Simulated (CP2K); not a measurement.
# One shape, several levels: C2H8Si2 (SMILES C=C([SiH3])[SiH3])

Wanted: a comparison of 3 runs (AM1, PM6, GFN1-xTB) of C2H8Si2. 

The results are computed with CP2K 2026.2.

1 further run of the same task is left out (set aside as unsound or not needed).

## 1. The structure to begin with

C2H8Si2: 12 atoms, total charge 0, spin state singlet. SMILES: `C=C([SiH3])[SiH3]`. The coordinates come from a GFN2-xTB relaxation.

Bond lengths: C1–C2 1.330 Å, C2–Si3 1.890 Å, C2–Si4 1.890 Å, C1–H5 1.081 Å, C1–H6 1.081 Å, Si3–H7 1.466 Å, Si3–H8 1.465 Å, Si3–H9 1.465 Å, Si4–H10 1.465 Å, Si4–H11 1.466 Å, Si4–H12 1.466 Å. Some angles: C1–C2–Si3 120.8°, C1–C2–Si4 120.8°, Si3–C2–Si4 118.4°, C2–C1–H5 122.5°, C2–C1–H6 122.5°, C2–Si3–H7 109.1°, C2–Si3–H8 109.2°, C2–Si3–H9 109.9°, C2–Si4–H10 110.0°, C2–Si4–H11 109.1°.

## 2. The energy at AM1 (run 1)

The input, gas.inp:

```
&GLOBAL
 PROJECT gas
 RUN_TYPE ENERGY
 PRINT_LEVEL LOW
&END GLOBAL

&FORCE_EVAL
 METHOD Quickstep
 &DFT
  CHARGE 0
  MULTIPLICITY 1
  &QS
   METHOD AM1
   EPS_DEFAULT 1.0E-10
   &SE
    &COULOMB
     CUTOFF [angstrom] 50
     RC_RANGE [angstrom] 0
    &END COULOMB
    &EXCHANGE
     CUTOFF [angstrom] 50
     RC_RANGE [angstrom] 0
    &END EXCHANGE
   &END SE
  &END QS
  &POISSON
   PERIODIC NONE
   POISSON_SOLVER ANALYTIC
  &END POISSON
  # SCF settings
  &SCF
   SCF_GUESS ATOMIC
   EPS_SCF 1.0E-07
   MAX_SCF 25
   &OT ON
    MINIMIZER CG
    PRECONDITIONER FULL_SINGLE
    STEPSIZE 0.3
   &END OT
   &OUTER_SCF
    EPS_SCF 1.0E-07
    MAX_SCF 3
   &END OUTER_SCF
  &END SCF
  # extra output
  &PRINT
   &MOMENTS
    PERIODIC F
    REFERENCE COM
    MAX_MOMENT 1
   &END MOMENTS
   &MO_CUBES
    NLUMO 5
    NHOMO -1
    WRITE_CUBE F
   &END MO_CUBES
   &HIRSHFELD OFF
   &END HIRSHFELD
  &END PRINT
 &END DFT
 # atoms, cell and kinds
 &SUBSYS
  # box in angstrom
  &CELL
   ABC [angstrom] 15.3 16 17.2
   PERIODIC NONE
  &END CELL
  &COORD
   C      6.867955     9.407255     8.560825
   C      7.199685     8.119705     8.597645
   Si     6.917315     7.093045    10.159055
   Si     7.964235     7.272875     7.090995
   H      7.017805    10.021215     7.683375
   H      6.430175     9.919135     9.406845
   H      8.203195     6.565025    10.623655
   H      6.017715     5.978785     9.847875
   H      6.324535     7.929445    11.205545
   H      8.104115     8.234435     5.994455
   H      7.098385     6.167435     6.670855
   H      9.282285     6.745545     7.455045
  &END COORD
 &END SUBSYS
&END FORCE_EVAL
```

The run is started by

```
$ OMP_NUM_THREADS=1 cp2k.psmp gas.inp > gas.out
```

Standard output:

```text
CP2K| version string:                                       CP2K version 2026.2
[...]
 GLOBAL| Method name                                                        CP2K
[...]
 GLOBAL| Run type                                                         ENERGY
[...]
                             - Atoms:                                         12
[...]
                             - Spherical basis functions:                     24
[...]
 Number of electrons:                                                         24
[...]
     1 OT CG       0.30E+00    0.0     0.31325599       -15.4107069760 -1.54E+01
[...]
    15 OT CG       0.19E+00    0.0     0.00000006       -19.5852124325 -6.61E-13
  *** SCF run converged in    15 steps ***
  Core-core repulsion energy [eV]:                           1343.11765696915245
  Core Hamiltonian energy [eV]:                              -766.94518986805917
  Two-electron integral energy [eV]:                        -2218.22640102992318
  Electronic energy [eV]:                                   -1876.05839038302065
  Total energy [eV]:                                         -532.94073341386832
  Atomic reference energy [eV]:                               533.10279118547476
  Heat of formation [kcal/mol]:                                 3.73714128975411
[...]
 SE_DIPOLE| Moment [Debye]          0.14304392      -0.54381278       0.01861148
 SE_DIPOLE| Derivative [a.u.]       0.00000000       0.00000000       0.00000000
 *** WARNING in qs_scf_post_se.F:140 :: Printing of MO cube files not ***
 *** implemented for Semi-Empirical method.                           ***
 ENERGY| Total FORCE_EVAL ( QS ) energy [hartree]            -19.585212432533520
[...]
```

Run time: 0.66 s. Hardware: 1 thread of Arm Neoverse V1, shared host.

## 3. Energy and gradient at PM6 (run 2)

The input, molecule.xyz:

```xyz
12

C     -0.417660     1.619430    -0.047190
C     -0.085930     0.331880    -0.010370
Si    -0.368300    -0.694780     1.551040
Si     0.678620    -0.514950    -1.517020
H     -0.267810     2.233390    -0.924640
H     -0.855440     2.131310     0.798830
H      0.917580    -1.222800     2.015640
H     -1.267900    -1.809040     1.239860
H     -0.961080     0.141620     2.597530
H      0.818500     0.446610    -2.613560
H     -0.187230    -1.620390    -1.937160
H      1.996670    -1.042280    -1.152970
```

The input, mol.inp:

```
&GLOBAL
  PROJECT_NAME mol
  RUN_TYPE ENERGY_FORCE
  PRINT_LEVEL MEDIUM
&END GLOBAL

&FORCE_EVAL
  METHOD QS
  &DFT
    # Quickstep
    &QS
      METHOD PM6
      EPS_DEFAULT 1.0E-10
      &SE
        &COULOMB
          CUTOFF [angstrom] 50
          RC_RANGE [angstrom] 0
        &END COULOMB
        &EXCHANGE
          CUTOFF [angstrom] 50
          RC_RANGE [angstrom] 0
        &END EXCHANGE
      &END SE
    &END QS
    # cluster boundary conditions
    &POISSON
      PERIODIC NONE
      POISSON_SOLVER ANALYTIC
    &END POISSON
    &SCF
      SCF_GUESS ATOMIC
      EPS_SCF 1.0E-07
      MAX_SCF 83
      &DIAGONALIZATION
        ALGORITHM STANDARD
      &END DIAGONALIZATION
      &MIXING
        METHOD DIRECT_P_MIXING
        ALPHA 0.8
      &END MIXING
    &END SCF
    &PRINT
      &MOMENTS
        PERIODIC F
        REFERENCE COM
        MAX_MOMENT 1
      &END MOMENTS
      &MO ON
        ENERGIES T
        OCCUPATION_NUMBERS T
        NDIGITS 6
        &EACH
          QS_SCF 0
        &END EACH
        ADD_LAST NUMERIC
      &END MO
      &HIRSHFELD OFF
      &END HIRSHFELD
    &END PRINT
  &END DFT
  # atoms, cell and kinds
  &SUBSYS
    # vacuum box
    &CELL
      ABC 19.3 20 21.2
      PERIODIC NONE
    &END CELL
    &TOPOLOGY
      COORD_FILE_NAME molecule.xyz
      COORD_FILE_FORMAT XYZ
      &CENTER_COORDINATES
      &END CENTER_COORDINATES
    &END TOPOLOGY
  &END SUBSYS
  &PRINT
    &FORCES ON
    &END FORCES
  &END PRINT
&END FORCE_EVAL
```

The run is started by

```
$ OMP_NUM_THREADS=1 cp2k.psmp -i mol.inp -o mol.out
```

Standard output:

```text
CP2K| version string:                                       CP2K version 2026.2
[...]
 GLOBAL| Method name                                                        CP2K
[...]
 GLOBAL| Run type                                                   ENERGY_FORCE
[...]
                             - Atoms:                                         12
[...]
                             - Spherical basis functions:                     34
[...]
 Number of electrons:                                                         24
[...]
     1 P_Mix/Diag. 0.80E+00    0.0     0.74682584       -12.0141710108 -1.20E+01
[...]
    19 DIIS/Diag.  0.44E-07    0.0     0.00000008       -18.3419632668 -1.56E-13
  *** SCF run converged in    19 steps ***
  Core-core repulsion energy [eV]:                           1274.93169552427707
  Core Hamiltonian energy [eV]:                              -750.16577766837554
  Two-electron integral energy [eV]:                        -2047.75224198434307
  Electronic energy [eV]:                                   -1774.04189866054730
  Total energy [eV]:                                         -499.11020313627012
  Atomic reference energy [eV]:                               499.53166218547454
  Heat of formation [kcal/mol]:                                 9.71907733340625
[...]
 SE_DIPOLE| Moment [Debye]          0.22063444      -0.83470201       0.02804911
 SE_DIPOLE| Derivative [a.u.]       0.00000000       0.00000000       0.00000000
 ENERGY| Total FORCE_EVAL ( QS ) energy [hartree]            -18.341963266819160
[...]
```

It took 0.28 s on 1 thread of Arm Neoverse V1, shared host.

## 4. Energy and gradient at GFN1-xTB (run 3)

molecule.xyz is that of step 3.

The input, molecule.inp:

```
&global
    project_name molecule
    run_type ENERGY_FORCE
    print_level MEDIUM
&end global

&force_eval
    method QUICKSTEP
    &dft
        charge 0
        multiplicity 1
        &qs
            method XTB
            eps_default 1.0E-10
            &xtb
                gfn_type TBLITE
                &tblite
                    method GFN1
                &end tblite
                check_atomic_charges F
            &end xtb
        &end qs
        # isolated system
        &poisson
            periodic NONE
            poisson_solver ANALYTIC
        &end poisson
        &scf
            scf_guess ATOMIC
            eps_scf 1.0E-06
            max_scf 150
            added_mos 2
            level_shift 1
            &diagonalization
                algorithm STANDARD
            &end diagonalization
            &mixing
                method DIRECT_P_MIXING
                alpha 0.4
            &end mixing
        &end scf
        &print
            &moments
                periodic F
                reference COM
                max_moment 1
            &end moments
            &mo ON
                energies T
                occupation_numbers T
                ndigits 6
                &each
                    qs_scf 0
                &end each
                add_last NUMERIC
            &end mo
            &hirshfeld OFF
            &end hirshfeld
        &end print
    &end dft
    # atoms, cell and kinds
    &subsys
        # vacuum box
        &cell
            abc [angstrom] 15.3 16 17.2
            periodic NONE
        &end cell
        &topology
            coord_file_name molecule.xyz
            coord_file_format XYZ
            &center_coordinates
            &end center_coordinates
        &end topology
    &end subsys
    &print
        &forces ON
        &end forces
    &end print
&end force_eval
```

The run is started by

```
$ OMP_NUM_THREADS=1 cp2k.psmp molecule.inp > molecule.out
```

Standard output:

```text
CP2K| version string:                                       CP2K version 2026.2
[...]
 GLOBAL| Method name                                                        CP2K
[...]
 GLOBAL| Run type                                                   ENERGY_FORCE
[...]
                             - Atoms:                                         12
[...]
                             - Spherical basis functions:                     42
[...]
 Number of electrons:                                                         24
[...]
  *** SCF run converged in    37 steps ***
[...]
 ENERGY| Total FORCE_EVAL ( QS ) energy [hartree]            -12.215833215530283
 FORCES| Atomic forces [hartree/bohr]
 FORCES|   Atom     x               y               z               |f|
 FORCES|      1 -5.37660324E-03  2.13988238E-02 -5.73986759E-04   2.20714065E-02
 FORCES|      2  7.20600613E-03 -2.84450415E-02  7.80714135E-04   2.93539848E-02
 FORCES|      3 -4.48986206E-04 -9.32624116E-04  2.58463817E-03   2.78419303E-03
 FORCES|      4  1.04969192E-03 -7.06061795E-04 -2.43598764E-03   2.74488837E-03
 FORCES|      5 -4.06625444E-04  4.59928511E-03 -2.39265478E-03   5.20034275E-03
 FORCES|      6 -1.96253292E-03  4.31307675E-03  2.08537612E-03   5.17715753E-03
 FORCES|      7 -4.26880678E-03  3.91148077E-04 -6.87236365E-04   4.34142856E-03
 FORCES|      8  3.04005326E-03  2.45456597E-03  1.91072459E-03   4.34944667E-03
 FORCES|      9  1.52883315E-03 -2.91871590E-03 -2.41644604E-03   4.08600597E-03
 FORCES|     10 -1.06568420E-04 -3.24171956E-03  2.60465460E-03   4.15984713E-03
 FORCES|     11  3.51776704E-03  2.53073644E-03  5.78325879E-04   4.37193009E-03
 FORCES|     12 -3.77222849E-03  5.56526663E-04 -2.03812192E-03   4.32358308E-03
 FORCES| Sum     1.38777878E-17 -4.38017678E-17 -1.69135539E-16
[...]
```

Wall time 0.32 s (1 thread of Arm Neoverse V1, shared host).

## 5. The series

```
run     level      task  iteration cap  energy (Eh)  dipole moment (D)  heat of formation (kcal/mol)  wall time
  1       AM1    energy             25   -19.585212               0.56                           3.7     0.66 s
  2       PM6  gradient             83   -18.341963               0.86                           9.7     0.28 s
  3  GFN1-xTB  gradient            150   -12.215833               0.68                             –     0.32 s
```

## 6. Summary of results

```
                                        quantity         value
                             run 3: total energy  -12.21583 Eh
run 3: dipole moment (from atomic charges alone)        0.68 D
                              run 3: HOMO energy     -11.46 eV
                              run 3: LUMO energy      -7.84 eV
                            run 3: HOMO–LUMO gap       3.62 eV
                 run 3: largest force on an atom    1.509 eV/Å
```

**Reading.** The dipole moment (its size) runs from 0.56 D (AM1) to 0.86 D (PM6). Some of these are taken from atomic charges alone. Force-field and semi-empirical energies have zeros of their own, so their totals don't compare. All runs together took 1.3 s, the longest 0.66 s.
